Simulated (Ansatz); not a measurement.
# C2H3BClFO: up Jacob's ladder to CCSD(T)

An exercise on one series of results from a longer session: the logs are not shown, and one member is left open.

The runs use Ansatz 0.2.0, Gaussian basis; functionals in def2-TZVPP, the program's frozen cores in correlated methods.

Levels to be run: LDA (SPW92), PBE-D4, revPBE-D4, BLYP-D4, r2SCAN-D4, B97M-V, PBE0-D4, B3LYP-D4, r2SCANh-D4, r2SCAN0-D4, HSE06-D4, BHLYP-D4, CAM-B3LYP-D4, LC-ωPBE, ωB97X-V, ωB97M-V, B2PLYP, PBE-QIDH; CCSD(T)/def2-SVP; CCSD(T)/def2-TZVPP; MP2/def2-QZVPP; extrapolation to the limit; RPA on PBE.

## The relaxed structure

An earlier PBE0-D4 in a triple-zeta def2 set relaxation fixed the geometry.

SMILES `C=COB(F)Cl`, 9 atoms, charge 0, spin multiplicity 1.

Atoms are counted from 1 here; the program's logs count them from 0.

Bond lengths: C1–C2 1.320 Å, C1–H7 1.081 Å, C1–H8 1.082 Å, C2–O3 1.371 Å, C2–H9 1.084 Å, O3–B4 1.346 Å, B4–F5 1.320 Å, B4–Cl6 1.750 Å. Angles: C2–C1–H7 118.9°, C2–C1–H8 122.8°, H7–C1–H8 118.3°, C1–C2–O3 125.8°, C1–C2–H9 123.1°, O3–C2–H9 111.0°, C2–O3–B4 126.4°, O3–B4–F5 122.8°, O3–B4–Cl6 118.4°, F5–B4–Cl6 118.7°.

The first run:

File in.yaml:

```yaml
crystal:
  periodic: [false, false, false]
  atoms:
    - {symbol: C, position_ang: [0.537952, -1.402719, -0.012783]}
    - {symbol: C, position_ang: [0.172586, -0.478131, 0.855858]}
    - {symbol: O, position_ang: [-0.610501, 0.614063, 0.583185]}
    - {symbol: B, position_ang: [-0.534388, 1.399481, -0.506650]}
    - {symbol: F, position_ang: [0.379011, 1.234489, -1.445431]}
    - {symbol: Cl, position_ang: [-1.683192, 2.708640, -0.672100]}
    - {symbol: H, position_ang: [1.131686, -2.238036, 0.332297]}
    - {symbol: H, position_ang: [0.268888, -1.362267, -1.060018]}
    - {symbol: H, position_ang: [0.426359, -0.521819, 1.908442]}
basis:
  gaussian: {orbitals: def2-TZVPP}
hamiltonian: {xc: lda}
output: {orbitals: {seedname: orbitals}}
```

Run with:

```
> ansatz run in.yaml --threads 4 --pin off --events-out ev --progress --plain --max-ram 10444MiB
```

Among the steps run: LDA; PBE-D4 (GGA); revPBE-D4 (GGA); BLYP-D4 (GGA); r2SCAN-D4 (meta-GGA); B97M-V (meta-GGA); B3LYP-D4 (hybrid); r2SCANh-D4 (hybrid); r2SCAN0-D4 (hybrid); HSE06-D4 (hybrid); BHLYP-D4 (hybrid); CAM-B3LYP-D4 (range-separated); LC-ωPBE (range-separated); ωB97X-V (range-separated); ωB97M-V (range-separated); B2PLYP (double hybrid); PBE-QIDH (double hybrid).

One of the session's tables, all rows but one given; the rest of the session is left out.

It belongs to the step «Orbital energies across the functionals». 

| functional | HOMO (eV) | gap (eV) |
| --- | --- | --- |
| LDA (SPW92) | -6.82 | 5.14 |
| PBE-D4 | -6.60 | 5.22 |
| revPBE-D4 | -6.52 | 5.25 |
| BLYP-D4 | -6.44 | 5.19 |
| r2SCAN-D4 | -6.81 | 5.73 |
| B97M-V | -6.81 | 5.83 |
| PBE0-D4 | -7.80 | 7.44 |
| B3LYP-D4 | -7.57 | 6.96 |
| r2SCANh-D4 | -7.27 | 6.55 |
| r2SCAN0-D4 | -7.94 | 7.77 |
| HSE06-D4 | -7.39 | 6.65 |
| BHLYP-D4 | -8.84 | 9.60 |
| CAM-B3LYP-D4 | -9.16 | 9.94 |
| LC-ωPBE | ? | ? |
| ωB97X-V | -10.16 | 12.07 |
| ωB97M-V | -10.06 | 11.82 |

**Question.** Estimate the row for LC-ωPBE.

As computed: HOMO (eV): -10.57; gap (eV): 12.55. In the column «HOMO (eV)» it is the lowest.
